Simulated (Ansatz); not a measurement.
# CH5AsO: the cost of one run

Method: the settings change from run to run; program: Ansatz 0.2.0, Gaussian basis.

**1. The geometry**

The geometry comes from an earlier relaxation with PBE0-D4 in a triple-zeta def2 set; it is a stationary point, not always the lowest conformer.

SMILES `OC[AsH2]`, 8 atoms, charge 0, spin multiplicity 1.

Atoms are counted from 1 here; the program's logs count them from 0.

Bond lengths: O1–C2 1.404 Å, O1–H4 0.961 Å, C2–As3 2.000 Å, C2–H5 1.094 Å, C2–H6 1.091 Å, As3–H7 1.528 Å, As3–H8 1.526 Å. Angles: C2–O1–H4 108.7°, O1–C2–As3 111.5°, O1–C2–H5 112.5°, O1–C2–H6 106.9°, As3–C2–H5 110.4°, As3–C2–H6 107.0°, H5–C2–H6 108.3°, C2–As3–H7 93.9°, C2–As3–H8 94.7°, H7–As3–H8 91.5°.

**2. PBE-QIDH/aug-pcseg-2**

Set apart from the defaults: high accuracy.

File in.yaml:

```yaml
crystal:
  periodic: [false, false, false]
  atoms:
    - {symbol: O, position_ang: [-1.427273, 0.691475, -0.436924]}
    - {symbol: C, position_ang: [-0.145056, 0.636586, 0.133440]}
    - {symbol: As, position_ang: [1.017830, -0.692074, -0.806133]}
    - {symbol: H, position_ang: [-1.890367, -0.124558, -0.231438]}
    - {symbol: H, position_ang: [-0.173723, 0.426449, 1.206355]}
    - {symbol: H, position_ang: [0.309208, 1.617299, -0.012207]}
    - {symbol: H, position_ang: [0.313380, -1.900186, -0.190620]}
    - {symbol: H, position_ang: [2.088102, -0.712191, 0.281826]}
basis:
  gaussian: {orbitals: aug-pcseg-2}
hamiltonian: {xc: {name: PBE-QIDH}}
accuracy: high
output: {forces: true}
```

Run with:

```console
$ ansatz run in.yaml --threads 2 --pin off --events-out ev --progress --plain --max-ram 4352MiB
```

**Question.** How long does this run take on 2 threads of Arm Neoverse V1, shared host, and how much memory does it need?

About 2.1 min, with a peak of 2 GiB.
